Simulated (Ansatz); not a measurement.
# Ge₂ (triplet): the correlation ladder, cc-pVDZ

Aim: climb from Hartree-Fock through coupled cluster and multireference methods for Ge₂ (triplet) at one geometry and basis, and see what each rung misses.

The runs use Ansatz 0.2.0, Gaussian basis; cc-pVDZ, core rule «outside noble gas», up to 28 orbitals frozen.

The runs, in order: UHF; CCSD(T) on ROHF; CCSD(T) on UHF; BCCD(T) on ROHF; CISD; CCSDT(Q) on ROHF; CCSDT(Q) on UHF; CISDTQ; CCSDTQ on ROHF; CCSDTQ on UHF; CASSCF and MRCISD+Q, 8 electrons in 8 orbitals; CASSCF and MRCISD+Q(relaxed), 8 electrons in 8 orbitals; CASSCF and NEVPT2, 8 electrons in 8 orbitals; Full CI.

4 further runs of the same task are left out: 4 set aside as unsound or not needed.

### 1 The geometry

The geometry is a PBE0/def2-TZVP stationary point (not a proven minimum) of the parent state, kept for this charge and spin. No spin-orbit coupling is included. The filled d shell of Ge may be among the frozen orbitals whatever the setting's name suggests; the logs give the count.

2 atoms, charge 0, spin multiplicity 3.

Atoms are counted from 1 here; the program's logs count them from 0.

Bond lengths: Ge1–Ge2 2.409 Å.

### 2 UHF

The input, in.yaml:

```yaml
crystal:
  periodic: [false, false, false]
  atoms:
    - {symbol: Ge, position_ang: [0.000000, 0.000000, 0.000000]}
    - {symbol: Ge, position_ang: [0.000000, 0.000000, 2.409455]}
basis:
  gaussian: {orbitals: cc-pVDZ}
magnetization: {spin_polarized: true, initial_magnetization: 2}
hamiltonian: {xc: hf}
output: {orbitals: {seedname: orbitals}}
```

Command:

```
$ ansatz run in.yaml --threads 1 --pin off --events-out ev --progress --plain --max-ram 4096MiB --backend cpu
```

After this run come: CCSD(T) on ROHF; CCSD(T) on UHF; BCCD(T) on ROHF; CISD; CCSDT(Q) on ROHF; CCSDT(Q) on UHF; CISDTQ; CCSDTQ on ROHF; CCSDTQ on UHF; CASSCF and MRCISD+Q, 8 electrons in 8 orbitals; CASSCF and MRCISD+Q(relaxed), 8 electrons in 8 orbitals; CASSCF and NEVPT2, 8 electrons in 8 orbitals; Full CI.

Q: Predict the results of all the runs planned. Wanted: FCI below the RHF energy; RMP2 from FCI; UMP2 from FCI; RCCSD from FCI; RCCSD(T) from FCI; UCCSD(T) from FCI; RCCSDT(Q) from FCI; UCCSDT(Q) from FCI; NEVPT2 valence from FCI.

The runs gave:

| quantity | value |
| --- | --- |
| FCI below the RHF energy | -4.3113 eV |
| RMP2 from FCI | +94.7 kJ/mol |
| UMP2 from FCI | +95.8 kJ/mol |
| RCCSD from FCI | +22.9 kJ/mol |
| RCCSD(T) from FCI | +5.3 kJ/mol |
| UCCSD(T) from FCI | +5.0 kJ/mol |
| RCCSDT(Q) from FCI | +0.3 kJ/mol |
| UCCSDT(Q) from FCI | -0.1 kJ/mol |
| NEVPT2 valence from FCI | +60.2 kJ/mol |
| MRCISD+Q valence from FCI | -1.9 kJ/mol |
| MRCISD+Q(relaxed) valence from FCI | -3.3 kJ/mol |
| levels within 1 kcal/mol (43 meV) | RCCSDT, UCCSDT, CISDTQ, RCCSDT(Q), UCCSDT(Q), RCCSDTQ, UCCSDTQ, MRCISD+Q valence, MRCISD+Q(relaxed) valence |
| T1 diagnostic | 0.019 |
| effectively unpaired electrons | 2.12 |

In words: RCCSD(T) lands +5.3 kJ/mol from the yardstick (1.3 % of the correlation energy). UCCSDTQ, MRCISD+Q valence, MRCISD+Q(relaxed) valence fall below full CI: unrestricted runs freeze a spin-polarised core, another one than full CI's, and coupled cluster isn't variational. One determinant dominates. Of the multireference levels listed MRCISD+Q valence comes nearest in total energy (-1.9 kJ/mol), which doesn't show that its space is the better one. These misses are within one basis, not against nature; the frozen cores of restricted and unrestricted runs differ, which can shift their rows.
